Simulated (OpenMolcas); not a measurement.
**Sm²⁺ among point charges: CASSCF levels and susceptibility**

Aim: the splitting of the states of Sm²⁺ in the field of 6 point charges, its lowest levels with spin-orbit coupling and its magnetic susceptibility.

Program: OpenMolcas 26.06. Level of theory: state-averaged CASSCF, spin-orbit coupling by RASSI with atomic mean-field integrals. These are calculated values, not measurements, unless marked.

## 1. The system

| Item | Value |
| --- | --- |
| Species | Sm²⁺ (samarium, Z = 62, 60 electrons) |
| Basis | ANO-RCC-VTZP [8s7p5d3f2g1h], 104 functions |
| Scalar Hamiltonian | DKH2, point nucleus |
| Inactive shells | 1s 2s 2p 3s 3p 3d 4s 4p 4d 5s 5p |
| Active space | 6 electrons in 7 orbitals (4f) |
| Some configurations of this space | 4f6 |
| Orbitals | optimised for the highest spin of each parity, averaged over all roots |

The outer shells:

4f6
```
4f [↑ ][↑ ][↑ ][↑ ][↑ ][↑ ][  ]
```

The ion sits among 6 point charges of -0.5 e arranged as a tetragonal octahedron (D4h), 2.53 Å from the ion, with the axial distance 2.226 Å.

The work runs as a chain of OpenMolcas steps in one folder; each step below is one input file. Labels, J, g values, rates, χT and fits are worked out afterwards by a script from the matrices that RASSI stores. The input lists half of the charges; inversion (Group=XYZ) makes the rest.

## 2. One- and two-electron integrals

File a.inp:

```
&GATEWAY
Coord
1

Sm 0.0 0.0 0.0
Basis=ANO-RCC-VTZP
Group=XYZ
NoMove
AngMom=0.0 0.0 0.0
AMFI
XField
3 Angstrom 0
2.530000 0.000000 0.000000 -0.500000
0.000000 2.530000 0.000000 -0.500000
0.000000 0.000000 2.226400 -0.500000
&SEWARD
```

Run with:

```
$ OMP_NUM_THREADS=1 MOLCAS_MEM=2252 MOLCAS_PROJECT=a pymolcas a.inp > a.log
```

## 3. CASSCF: septets of even parity, 7 roots

File a.inp:

```
&RASSCF
FileOrb=start.orb
Symmetry=1
Spin=7
nActEl=6 0 0
Inactive=15 12
Ras2=0 7
CIRoot=7 7 1
SDav=7
CIMx=300
Iter=120 100
PrWF=0.3
OrbListing=Nothing
MaxOrb=0
>>> COPY $Project.JobIph JOB001
```

start.orb holds the contracted functions of the basis, ordered by shell, or the orbitals of the step before.

## 4. Reference wave functions, quintets of even parity, 140 roots

File a.inp:

```
&RASSCF
FileOrb=start.orb
Symmetry=1
Spin=5
nActEl=6 0 0
Inactive=15 12
Ras2=0 7
CIRoot=140 140 1
SDav=140
CIMx=300
Iter=120 100
PrWF=0.3
OrbListing=Nothing
MaxOrb=0
CIOnly
>>> COPY $Project.JobIph JOB002
```

## 5. Reference wave functions, triplets of even parity, 162 roots

File a.inp:

```
&RASSCF
FileOrb=start.orb
Symmetry=1
Spin=3
nActEl=6 0 0
Inactive=15 12
Ras2=0 7
CIRoot=162 162 1
SDav=588
CIMx=300
Iter=120 100
PrWF=0.3
OrbListing=Nothing
MaxOrb=0
CIOnly
>>> COPY $Project.JobIph JOB003
```

## 6. Reference wave functions, singlets of even parity, 162 roots

File a.inp:

```
&RASSCF
FileOrb=start.orb
Symmetry=1
Spin=1
nActEl=6 0 0
Inactive=15 12
Ras2=0 7
CIRoot=162 162 1
SDav=490
CIMx=300
Iter=120 100
PrWF=0.3
OrbListing=Nothing
MaxOrb=0
CIOnly
>>> COPY $Project.JobIph JOB004
```

## 7. RASSI: spin-orbit coupling between the states

File a.inp:

```
&RASSI
NrOfJobIphs=3 7 86 76
1 2 3 4 5 6 7
1 2 3 4 5 6 7 8 9 10 11 12 13 14 15 16 17 18 19 20 21 22 23 24 25 26 27
28 29 30 31 32 33 34 35 36 37 38 39 40 41 42 43 44 45 46 47 48 49 50 51
52 53 54 55 56 57 58 59 60 61 62 63 64 65 66 67 68 69 70 71 72 73 74 75
76 77 78 79 80 81 82 83 84 85 86
1 2 3 4 5 6 7 8 9 10 11 12 13 14 15 16 17 18 19 20 21 22 23 24 25 26 27
28 29 30 31 32 33 34 35 36 37 38 39 40 41 42 43 44 45 46 47 48 49 50 51
52 53 54 55 56 57 58 59 60 61 62 63 64 65 66 67 68 69 70 71 72 73 74 75
76
IphNames
JOB001
JOB002
JOB003
EJob
SpinOrbit
DIPRint=1.0
SOCoupling=1000.0
Subsets=2
Property=9
'ANGMOM' 1 'ANGMOM' 2 'ANGMOM' 3 'MLTPL  1' 1 'MLTPL  1' 2 'MLTPL  1' 3
'AMFI' 1 'AMFI' 2 'AMFI' 3
SOProperty=3
'ANGMOM' 1 'ANGMOM' 2 'ANGMOM' 3
```

Q: Predict the outcome of this session. Wanted: spin-free ground state; first state of the same spin within the active space; lowest level; next level.

The runs gave:

| quantity | value |
| --- | --- |
| method | CASSCF |
| spin-free ground state | 7A2, 1-fold in its orbital part |
| first state of the same spin within the active space | 7E at 178 cm⁻¹ |
| lowest level | 1-fold A1 |
| next level | 215.8 cm⁻¹ |
| χT at 300 K | 1.55 cm³ K/mol |
| effective moment at 300 K | 3.52 μB |

The spin-free ground state (7A2) comes to 100 % from free-ion F terms and keeps the highest spin of the shell. The quintets, triplets, singlets rest on orbitals optimised for another spin in at least one step, which raises them against the optimised states. Not all states of the active space went into the spin-orbit step. High states of lower spin are left out of the spin-orbit mixing, and CASSCF puts spin-flip levels too high. Point charges carry no covalency, so the field is a model and not that of real ligands.
